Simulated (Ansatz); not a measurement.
Wanted: the native input for an Ansatz 0.2.0 run.

```yaml
Task: relaxation of cell and atoms
Functional: PBEsol
Potentials_or_basis: Ansatz PAW
Cutoff: "420 eV (not typed: the program's choice for these potentials)"
k_mesh: 9 × 9 × 9
Occupations: fermi-dirac, width 0.05 eV
Spin: no spin polarisation
Target_pressure: 30 GPa
Target_pressure_GPa: 30
```

Crystal: Al3Au.

```
CELL_PARAMETERS angstrom
-2.02533 2.02533 4.05660
2.02533 -2.02533 4.05660
2.02533 2.02533 -4.05660
ATOMIC_POSITIONS crystal
Au 0.00000 0.00000 0.00000
Al 0.50000 0.50000 0.00000
Al 0.25000 0.75000 0.50000
Al 0.75000 0.25000 0.50000
```

The cell comes from a database or a generator and needn't be the stable form of this composition.

These files were run (other wordings do the same):

input.yaml

```yaml
crystal:
  lattice:
    - [-2.025333, 2.025333, 4.0566]
    - [2.025333, -2.025333, 4.0566]
    - [2.025333, 2.025333, -4.0566]
  atoms:
    - { symbol: Au, position: [0.0, 0.0, 0.0] }
    - { symbol: Al, position: [0.5, 0.5, 0.0] }
    - { symbol: Al, position: [0.25, 0.75, 0.5] }
    - { symbol: Al, position: [0.75, 0.25, 0.5] }
hamiltonian:
  xc: pbesol
  pseudopotentials: { kind: paw }
kpoints:
  mp_grid: { grid: [9, 9, 9] }
scf:
  occupations: { method: fermi_dirac, width: 0.05 }
output:
  forces: true
  stress: true
  eigenvalues: true
  write_density: true
  write_potential: true
  elf: true
  volumetric_format: npy
relax:
  f_tol: 0.01
  max_steps: 40
  cell: { stress_tol: 0.05, p_target: 30.0 }
```

Potentials or basis: Ansatz PAW.

The run is started by

```sh
$ ansatz run input.yaml --threads 2 --pin off --max-ram 5632MiB --backend cpu --events-out ev --progress --plain --runs-dir out
```

It gave:

The relaxed volume is 13.43 Å³/atom. The relaxed cell is a = 4.619 Å, b = 4.619 Å, c = 4.619 Å, α = 131.77°, β = 131.77°, γ = 70.59° and the space group after relaxing (to 0.05 Å) is I4/mmm (No. 139). The energy change on relaxing (the enthalpy is what falls) is +214.2 meV/atom, the ionic steps are 8 and the pressure after relaxing is 30.0 GPa. The band gap on the k mesh is none (metal or under the smearing width).

Caveat: the volume moved by over 15 % at a fixed basis, so the end points are rough; the plane-wave basis is chosen anew once the cell has moved, so the energies of steps on either side of that aren't comparable; the PAW data sets come from PBE, with cores solved anew for the run's functional, which leaves a small shift of forces and pressure.

Run time: 26 s on 2 threads of Arm Neoverse V1, with other jobs on the host, peak memory 0.41 GiB.
